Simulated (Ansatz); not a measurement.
**SiHF₃ (SMILES F[SiH](F)F): single points off equilibrium**

How do the functionals fare away from a minimum? The structure is a structure displaced at random from a GFN2-xTB minimum.

Program: Ansatz 0.2.0, Gaussian basis. Level of theory: single points in def2-TZVPP. These are calculated values, not measurements.

Cores are frozen in the correlated methods. B3LYP uses VWN-RPA correlation.

## (1) The starting structure

5 atoms, charge 0, spin multiplicity 1.

Atoms are counted from 1 here; the program's logs count them from 0.

Bond lengths: F1–Si2 1.598 Å, Si2–F3 1.551 Å, Si2–F4 1.546 Å, Si2–H5 1.573 Å. Angles: F1–Si2–F3 102.2°, F1–Si2–F4 111.2°, F1–Si2–H5 111.3°, F3–Si2–F4 106.8°, F3–Si2–H5 109.9°, F4–Si2–H5 114.5°.

Coordinates:

```csv
atom,x (Å),y (Å),z (Å)
F1,-0.46970,-0.02940,1.51120
Si2,0.04640,-0.05550,-0.00070
F3,-0.59120,1.23130,-0.58620
F4,-0.55780,-1.24810,-0.77710
H5,1.61500,0.04380,-0.07230
```

## (2) CCSD(T)/def2-TZVPP

run/in.yaml

```yaml
crystal:
  periodic: [false, false, false]
  atoms:
    - {symbol: F, position_ang: [-0.469700, -0.029400, 1.511200]}
    - {symbol: Si, position_ang: [0.046400, -0.055500, -0.000700]}
    - {symbol: F, position_ang: [-0.591200, 1.231300, -0.586200]}
    - {symbol: F, position_ang: [-0.557800, -1.248100, -0.777100]}
    - {symbol: H, position_ang: [1.615000, 0.043800, -0.072300]}
basis:
  gaussian: {orbitals: def2-TZVPP}
correlation: {method: ccsd_t}
output: {forces: true}
```

No record of the launch command was kept for these runs.

## (3) PBE0-D4/def2-TZVPP

Changes to run/in.yaml since step 2:

```diff
@@ -10,3 +10,3 @@
   gaussian: {orbitals: def2-TZVPP}
-correlation: {method: ccsd_t}
-output: {forces: true}
+hamiltonian: {xc: pbe0, dispersion: d4}
+output: {forces: true, orbitals: {seedname: orbitals}}
```

## (4) wB97M-V/def2-TZVPP

Changes to run/in.yaml since step 3:

```diff
@@ -10,3 +10,3 @@
   gaussian: {orbitals: def2-TZVPP}
-hamiltonian: {xc: pbe0, dispersion: d4}
-output: {forces: true, orbitals: {seedname: orbitals}}
+hamiltonian: {xc: {name: wB97M-V}}
+output: {forces: true}
```

## (5) r2SCAN-D4/def2-TZVPP

Changes to run/in.yaml since step 4:

```diff
@@ -10,3 +10,3 @@
   gaussian: {orbitals: def2-TZVPP}
-hamiltonian: {xc: {name: wB97M-V}}
+hamiltonian: {xc: r2scan, dispersion: d4}
 output: {forces: true}
```

## (6) PBE-D4/def2-TZVPP

Changes to run/in.yaml since step 5:

```diff
@@ -10,3 +10,3 @@
   gaussian: {orbitals: def2-TZVPP}
-hamiltonian: {xc: r2scan, dispersion: d4}
+hamiltonian: {xc: pbe, dispersion: d4}
 output: {forces: true}
```

## (7) B3LYP-D4/def2-TZVPP

Changes to run/in.yaml since step 6:

```diff
@@ -10,3 +10,3 @@
   gaussian: {orbitals: def2-TZVPP}
-hamiltonian: {xc: pbe, dispersion: d4}
+hamiltonian: {xc: {name: B3LYP}, dispersion: d4}
 output: {forces: true}
```

## (8) SPW92/def2-TZVPP

Changes to run/in.yaml since step 7:

```diff
@@ -10,3 +10,3 @@
   gaussian: {orbitals: def2-TZVPP}
-hamiltonian: {xc: {name: B3LYP}, dispersion: d4}
+hamiltonian: {xc: lda}
 output: {forces: true}
```

(Steps that only read results are left out.)

What does the calculation give? Wanted: energy less free atoms, CCSD(T)/def2-TZVPP; RMS force component; RMS force error; HOMO and LUMO, PBE0-D4; T1 diagnostic.

The runs gave:

```
                                  quantity                                                                                          value
energy less free atoms, CCSD(T)/def2-TZVPP                                                                                 -2056.8 kJ/mol
                       RMS force component                                                           0.847 to 1.068 eV/Å over the methods
                           RMS force error  PBE0-D4 0.046, wB97M-V 0.090, r2SCAN-D4 0.040, PBE-D4 0.349, B3LYP-D4 0.107, SPW92 0.125 eV/Å
                    HOMO and LUMO, PBE0-D4                                                                             -10.97 and 0.57 eV
                             T1 diagnostic                                                                                          0.012
```

In words: Against CCSD(T) the functionals' energies less atoms differ by -343.6 to +0.8 kJ/mol, PBE-D4 by -53.5 kJ/mol. The reference is not at the basis limit: in triple zeta CCSD(T) underbinds, which counts against methods that bind more; the gaps are no ranking. On forces the order runs from r2SCAN-D4 to PBE-D4. Frozen-core CCSD(T) forces in triple zeta carry basis errors of their own, and this is one geometry, so small gaps rank nothing.
